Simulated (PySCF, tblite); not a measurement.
**C6H13P: geometry, infrared bands and NMR shifts**

Aim: predict the infrared bands and NMR shifts of C6H13P (`C/C=P/[C@H](C)CC`).

Computed with tblite 0.8.0 and PySCF 2.14.0, with density-fitted response routines of our own, on a single molecule in the gas phase. Atoms are numbered from 0 throughout.

## Step 1: The starting structure

20 atoms, charge 0, multiplicity 1; geometry from: force field or distance geometry start.

Bonds of the start (Å): C0–C1 1.51, C1–P2 1.65, P2–C3 1.85, C3–C4 1.52, C3–C5 1.53, C5–C6 1.49, C0–H7 1.12, C0–H8 1.12, C0–H9 1.11, C1–H10 1.08, C3–H11 1.09, C4–H12 1.13, C4–H13 1.11, C4–H14 1.11, C5–H15 1.12, C5–H16 1.11, C6–H17 1.12, C6–H18 1.08, C6–H19 1.13.

## Step 2: Geometry optimisation with GFN2-xTB

What the job is given:

```
{"job": {"kind": "relax", "xc": "GFN2-xTB", "basis": "xTB"}, "charge": 0, "multiplicity": 1}
C      3.331900    -0.805300     0.280300
C      2.067900     0.024400     0.309800
P      0.836700    -0.470600    -0.666800
C     -0.757400     0.467500    -0.720400
C     -0.557900     1.946600    -0.412900
C     -1.796700    -0.048200     0.271400
C     -2.185700    -1.473100     0.062900
H      4.079500    -0.455900     1.037600
H      3.105700    -1.899400     0.375500
H      3.741500    -0.628100    -0.739900
H      1.968400     0.890100     0.954900
H     -1.203500     0.402400    -1.713900
H     -0.387500     2.074300     0.697500
H     -1.482900     2.515500    -0.639300
H      0.307500     2.364700    -0.970300
H     -1.406300     0.043400     1.321800
H     -2.716400     0.578000     0.250000
H     -1.373100    -2.126200     0.458800
H     -2.533200    -1.725700    -0.931300
H     -3.043700    -1.663700     0.771400
```

On the command line:

```
> OMP_NUM_THREADS=1 python probes_run.py task.json out
```

The driver reads the jobs from task.json and runs them one after another.

**Question.** This job is followed by: GFN2-xTB harmonic vibrations, gas phase; GIAO PBE0/pcSseg-1 NMR shielding, non-relativistic, gas phase. Predict these results of the whole session: strongest single infrared mode (GFN2-xTB); zero-point energy (GFN2-xTB); 13C shifts against TMS (PBE0/pcSseg-1); 1H shifts against TMS (PBE0/pcSseg-1, means over atoms taken as alike); 31P shifts against H3PO4 (PBE0/pcSseg-1).

As calculated:

| quantity | value |
| --- | --- |
| strongest single infrared mode (GFN2-xTB) | 3008 cm⁻¹, 102 km/mol |
| zero-point energy (GFN2-xTB) | 109.4 kcal/mol |
| 13C shifts against TMS (PBE0/pcSseg-1) | 199.3, 42.8, 36.5, 25.9, 23.9, 16.3 ppm |
| 1H shifts against TMS (PBE0/pcSseg-1, means over atoms taken as alike) | 9.42, 2.47, 2.03, 1.69, 1.65, 1.19, 1.08 ppm |
| 31P shifts against H3PO4 (PBE0/pcSseg-1) | 325.5 ppm |

Over 177 steps the energy fell by 0.805 eV; of the close pairs, C4–H12 changed most, 1.131 to 1.088 Å. No mode is imaginary among the 54: a minimum at this level. GFN2-xTB is a fitted tight-binding method: band positions and strengths are rough. Its intensities can rank the bands wrongly. At PBE0/pcSseg-1: Shielding is most anisotropic at P2 (span 746 ppm, paramagnetic term -977 ppm).
